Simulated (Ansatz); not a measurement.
**C2H7ClSSi: up Jacob's ladder to CCSD(T)**

An exercise on one series of results from a longer session: the logs are not shown, and one member is left open.

Computed with Ansatz 0.2.0, Gaussian basis. Level: functionals in def2-TZVPP, the program's frozen cores in correlated methods.

Levels to be run: LDA (SPW92), PBE-D4, revPBE-D4, BLYP-D4, r2SCAN-D4, B97M-V, PBE0-D4, B3LYP-D4, r2SCANh-D4, r2SCAN0-D4, HSE06-D4, BHLYP-D4, CAM-B3LYP-D4, LC-ωPBE, ωB97X-V, ωB97M-V, B2PLYP, PBE-QIDH; CCSD(T)/def2-SVP; CCSD(T)/def2-TZVPP; MP2/def2-QZVPP; extrapolation to the limit; RPA on PBE.

### Structure used throughout

The geometry comes from an earlier relaxation with PBE0-D4 in a triple-zeta def2 set; it is a stationary point, not always the lowest conformer.

SMILES `CS[SiH](C)Cl`, 12 atoms, charge 0, spin multiplicity 1.

Atoms are counted from 1 here; the program's logs count them from 0.

Bond lengths: C1–S2 1.816 Å, C1–H6 1.090 Å, C1–H7 1.089 Å, C1–H8 1.089 Å, S2–Si3 2.114 Å, Si3–C4 1.853 Å, Si3–Cl5 2.069 Å, Si3–H9 1.484 Å, C4–H10 1.092 Å, C4–H11 1.092 Å, C4–H12 1.093 Å. Angles: S2–C1–H6 111.0°, S2–C1–H7 110.6°, S2–C1–H8 106.7°, H6–C1–H7 110.1°, H6–C1–H8 109.1°, H7–C1–H8 109.2°, C1–S2–Si3 99.7°, S2–Si3–C4 108.6°, S2–Si3–Cl5 110.8°, S2–Si3–H9 109.9°, C4–Si3–Cl5 109.6°, C4–Si3–H9 113.2°, Cl5–Si3–H9 104.6°, Si3–C4–H10 110.1°, Si3–C4–H11 110.5°, Si3–C4–H12 110.3°, H10–C4–H11 108.5°, H10–C4–H12 108.7° and more.

The first run:

File in.yaml:

```yaml
crystal:
  periodic: [false, false, false]
  atoms:
    - {symbol: C, position_ang: [-0.755630, 2.244692, -0.284909]}
    - {symbol: S, position_ang: [0.495893, 1.058615, -0.854795]}
    - {symbol: Si, position_ang: [-0.076083, -0.632321, 0.277562]}
    - {symbol: C, position_ang: [1.043073, -2.043231, -0.160294]}
    - {symbol: Cl, position_ang: [0.059876, -0.241184, 2.304424]}
    - {symbol: H, position_ang: [-1.761704, 1.883474, -0.497125]}
    - {symbol: H, position_ang: [-0.644070, 2.437285, 0.781339]}
    - {symbol: H, position_ang: [-0.586096, 3.168934, -0.835882]}
    - {symbol: H, position_ang: [-1.511307, -0.932400, 0.049560]}
    - {symbol: H, position_ang: [0.779349, -2.927100, 0.424338]}
    - {symbol: H, position_ang: [2.082841, -1.786493, 0.051354]}
    - {symbol: H, position_ang: [0.950761, -2.285673, -1.221572]}
basis:
  gaussian: {orbitals: def2-TZVPP}
hamiltonian: {xc: lda}
output: {orbitals: {seedname: orbitals}}
```

The run is started by

```sh
> ansatz run in.yaml --threads 4 --pin off --events-out ev --progress --plain --max-ram 10444MiB
```

Among the steps run: LDA; PBE-D4 (GGA); revPBE-D4 (GGA); BLYP-D4 (GGA); r2SCAN-D4 (meta-GGA); B97M-V (meta-GGA); PBE0-D4 (hybrid); B3LYP-D4 (hybrid); r2SCANh-D4 (hybrid); r2SCAN0-D4 (hybrid); HSE06-D4 (hybrid); BHLYP-D4 (hybrid); CAM-B3LYP-D4 (range-separated); LC-ωPBE (range-separated); ωB97X-V (range-separated); ωB97M-V (range-separated); B2PLYP (double hybrid); PBE-QIDH (double hybrid).

One table of the session follows, with a row left open; its other results are not shown here.

It belongs to the step «Orbital energies across the functionals». 

```
  functional  HOMO (eV)  gap (eV)
 LDA (SPW92)      -6.01      4.98
      PBE-D4      -5.90      5.08
   revPBE-D4      -5.86      5.14
     BLYP-D4      -5.74      5.05
   r2SCAN-D4      -6.17      5.66
      B97M-V      -6.28      5.66
     PBE0-D4          ?         ?
    B3LYP-D4      -6.88      6.74
  r2SCANh-D4      -6.61      6.43
  r2SCAN0-D4      -7.29      7.58
    HSE06-D4      -6.72      6.43
    BHLYP-D4      -8.20      9.21
CAM-B3LYP-D4      -8.44      9.56
     LC-ωPBE      -9.83     12.16
     ωB97X-V      -9.48     11.65
     ωB97M-V      -9.31     11.21
```

**Question.** Estimate the row for PBE0-D4.

**Answer.** HOMO (eV): -7.12; gap (eV): 7.21. In the column «HOMO (eV)» it lies between r2SCAN0-D4 (-7.29) and B3LYP-D4 (-6.88).
